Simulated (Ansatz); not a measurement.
**C2H2BF5O: one species, many methods**

An exercise on one series of results from a longer session: the logs are not shown, and one member is left open.

Program: Ansatz 0.2.0, Gaussian basis. Level of theory: functionals in def2-TZVPP, the program's frozen cores in correlated methods. These are calculated values, not measurements.

The runs, in order: LDA (SPW92), PBE-D4, revPBE-D4, BLYP-D4, r2SCAN-D4, B97M-V, PBE0-D4, B3LYP-D4, r2SCANh-D4, r2SCAN0-D4, HSE06-D4, BHLYP-D4, CAM-B3LYP-D4, LC-ωPBE, ωB97X-V, ωB97M-V, B2PLYP, PBE-QIDH; CCSD(T)/def2-SVP; MP2/def2-TZVPP; MP2/def2-QZVPP; RPA on PBE.

## The geometry

All runs share one geometry, relaxed beforehand with PBE0-D4 in a triple-zeta def2 set.

SMILES `FB(F)OCC(F)(F)F`, 11 atoms, charge 0, spin multiplicity 1.

Atoms are counted from 1 here; the program's logs count them from 0.

Bond lengths: F1–B2 1.315 Å, B2–F3 1.324 Å, B2–O4 1.348 Å, O4–C5 1.402 Å, C5–C6 1.515 Å, C5–H10 1.091 Å, C5–H11 1.092 Å, C6–F7 1.332 Å, C6–F8 1.337 Å, C6–F9 1.337 Å. Angles: F1–B2–F3 118.9°, F1–B2–O4 118.8°, F3–B2–O4 122.3°, B2–O4–C5 121.9°, O4–C5–C6 110.0°, O4–C5–H10 108.8°, O4–C5–H11 112.5°, C6–C5–H10 108.0°, C6–C5–H11 107.8°, H10–C5–H11 109.5°, C5–C6–F7 112.1°, C5–C6–F8 109.5°, C5–C6–F9 111.3°, F7–C6–F8 108.1°, F7–C6–F9 107.6°, F8–C6–F9 108.1°.

Set-up of the first run:

Input file in.yaml:

```yaml
crystal:
  periodic: [false, false, false]
  atoms:
    - {symbol: F, position_ang: [-2.020437, -1.573031, -1.739644]}
    - {symbol: B, position_ang: [-1.414782, -0.546817, -1.184308]}
    - {symbol: F, position_ang: [-2.114474, 0.547826, -0.931068]}
    - {symbol: O, position_ang: [-0.096890, -0.638687, -0.915646]}
    - {symbol: C, position_ang: [0.603674, 0.393814, -0.275517]}
    - {symbol: C, position_ang: [0.812182, 0.051050, 1.185555]}
    - {symbol: F, position_ang: [1.519451, -1.066501, 1.342373]}
    - {symbol: F, position_ang: [1.470218, 1.046689, 1.787789]}
    - {symbol: F, position_ang: [-0.354433, -0.115887, 1.816400]}
    - {symbol: H, position_ang: [1.584532, 0.495057, -0.742117]}
    - {symbol: H, position_ang: [0.076356, 1.349386, -0.323216]}
basis:
  gaussian: {orbitals: def2-TZVPP}
hamiltonian: {xc: lda}
output: {orbitals: {seedname: orbitals}}
```

Launch:

```sh
$ ansatz run in.yaml --threads 4 --pin off --events-out ev --progress --plain --max-ram 11315MiB
```

Among the steps run: LDA; PBE-D4 (GGA); revPBE-D4 (GGA); BLYP-D4 (GGA); r2SCAN-D4 (meta-GGA); B97M-V (meta-GGA); B3LYP-D4 (hybrid); r2SCANh-D4 (hybrid); r2SCAN0-D4 (hybrid); HSE06-D4 (hybrid); BHLYP-D4 (hybrid); CAM-B3LYP-D4 (range-separated); LC-ωPBE (range-separated); ωB97X-V (range-separated); ωB97M-V (range-separated); B2PLYP (double hybrid); PBE-QIDH (double hybrid).

One table of the session follows, with a row left open; its other results are not shown here.

It belongs to the step «Frontier levels by functional». 

```
  functional  HOMO (eV)  LUMO (eV)  gap (eV)
 LDA (SPW92)      -8.60      -0.57      8.03
      PBE-D4      -8.36      -0.32      8.04
   revPBE-D4      -8.27      -0.21      8.06
     BLYP-D4      -8.30      -0.33      7.97
   r2SCAN-D4      -8.75       0.27      9.02
      B97M-V      -8.87      -0.06      8.81
     PBE0-D4     -10.07       0.53     10.60
    B3LYP-D4      -9.84       0.17     10.01
  r2SCANh-D4      -9.39       0.54      9.93
  r2SCAN0-D4     -10.34       0.92     11.26
    HSE06-D4      -9.66       0.17      9.82
    BHLYP-D4     -11.75       1.09     12.85
CAM-B3LYP-D4          ?          ?         ?
     LC-ωPBE     -12.90       2.57     15.47
     ωB97X-V     -12.55       2.36     14.91
     ωB97M-V     -12.47       1.85     14.31
```

Estimate the missing values for CAM-B3LYP-D4.

As computed: HOMO (eV): -11.60; LUMO (eV): 1.23; gap (eV): 12.83. In the column «HOMO (eV)» it lies between BHLYP-D4 (-11.75) and r2SCAN0-D4 (-10.34).
